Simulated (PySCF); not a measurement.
**The bond of ICl, level by level**

One table from this session's results is given with a row withheld; the runs are named, their logs left out.

The runs use PySCF 2.14.0; I cc-pVDZ-PP with ECP28, Cl cc-pV(D+d)Z, scalar-relativistic core potentials.

The first run:

Settings of the job:

```
atoms                         : I, Cl
charge                        : 0
basis                         : I cc-pVDZ-PP with ECP28, Cl cc-pV(D+d)Z
Hamiltonian                   : scalar-relativistic core potentials
basis functions               : 46
electrons treated             : 42
masses in u                   : 126.9045, 34.9689
levels                        : PBE0, PBE, r²SCAN, B2PLYP, M06-L, r²SCANh, HF, MP2, SCS-MP2, CCSD, CCSD(T)
grid                          : 80 radial by 434 angular points
occupations                   : held fixed by the projection of orbital angular momentum
dissociation limit            : I + Cl, each in its ground configuration
starting distance in angstrom : 2.280
values of 2S to try           : 0, 2
```

Started as:

```
$ OMP_NUM_THREADS=1 python dia.py task.json out
```

Among the steps run: Set-up; PBE0 along the bond; Excited determinants; PBE; r²SCAN (meta-GGA); B2PLYP (double hybrid); M06-L (meta-GGA); r²SCANh (hybrid meta-GGA); RHF (mean field); MP2 and coupled cluster.

One of the session's tables, all rows but one given; the rest of the session is left out.

It belongs to the step «The curves together». Energy (eV) from each level's lowest point:

```
R (Å)    RHF  RHF-MP2  RHF-SCS-MP2  RHF-CCSD  RHF-CCSD(T)
2.024  1.377    1.434        1.487       n/a          n/a
2.119  0.594    0.641        0.678     0.692        0.713
2.213  0.177    0.209        0.231     0.240        0.254
2.283  0.035    0.053        0.064     0.068        0.076
2.354      ?        ?            ?         ?            ?
2.425  0.044    0.024        0.013     0.008        0.000
2.519  0.192    0.139        0.114     0.101        0.079
2.636  0.470    0.368        0.325     0.300        0.257
2.778  0.879    0.706        0.642     0.598        0.522
2.966  1.469    1.179        1.087       n/a          n/a
```

Q: Estimate the row for R (Å) = 2.354 from the others.

Worked estimate for «RHF». A straight line through the neighbours (2.283, 0.035) and (2.425, 0.044) gives 0.035 + (0.044 − 0.035) × (2.354 − 2.283) / (2.425 − 2.283) = 0.040; a parabola fitted to 4 rows on both sides gives 0.001.

As computed: RHF: 0.000; RHF-MP2: 0.000; RHF-SCS-MP2: 0.000; RHF-CCSD: 0.000; RHF-CCSD(T): 0.001. In «RHF» the line misses by +0.040 and the parabola by +0.001.
